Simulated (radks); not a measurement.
**Rh in [Kr] 4d8 5s0.75 5p0.25: an all-electron calculation**

The task here is to estimate one member of a computed series from the others.

Program: radks (a radial shooting solver on a logarithmic mesh, Libxc functionals) version 1. Level of theory: scalar-relativistic Kohn-Sham, revPBE, spin-unpolarised, spherical densities, finite nucleus. These are calculated values, not measurements, unless marked.

## What is computed

- element: rhodium (Z = 45)
- charge: 0
- electrons: 45
- configuration: [Kr] 4d8 5s0.75 5p0.25
- nuclear rms radius: 4.4945 fm

The first run:

The run's settings:

```text
Z 45
configuration [Kr] 4d8 5s0.75 5p0.25 6s0 4f0
relativity scalar-relativistic
functional pbe_r,pbe
spin unpolarised
nucleus finite rms 4.4945 fm
c 137.035999084
```

The run is started by

```sh
$ python run_ks.py task.json out
```

All runs below come from this command, one after another.

Among the steps run: Self-consistent calculation.

One table of the session follows, with a row left open; its other results are not shown here.

It belongs to the step «Shells». Sizes of the orbitals, from the radial functions (bohr):

```
level      <r>  outermost maximum (interpolated)  90 % within  nodes
   1s  0.03263                            0.0212       0.0585      0
   2s   0.1419                             0.120        0.219      1
   2p   0.1237                            0.0958        0.201      0
   3s   0.3906                             0.351        0.576      2
   3p   0.3904                             0.345        0.588      1
   3d   0.3703                             0.291        0.588      0
   4s   0.9808                             0.882         1.43      3
   4p    1.082                             0.945         1.60      2
   4d    1.583                              1.15         2.59      1
   5s    3.285                              2.63         5.02      4
   5p        ?                                 ?            ?      ?
```

Estimate the missing values for 5p.

As computed: <r>: 5.514; outermost maximum (interpolated): 3.90; 90 % within: 9.02; nodes: 3. In the column «<r>» it is the highest.
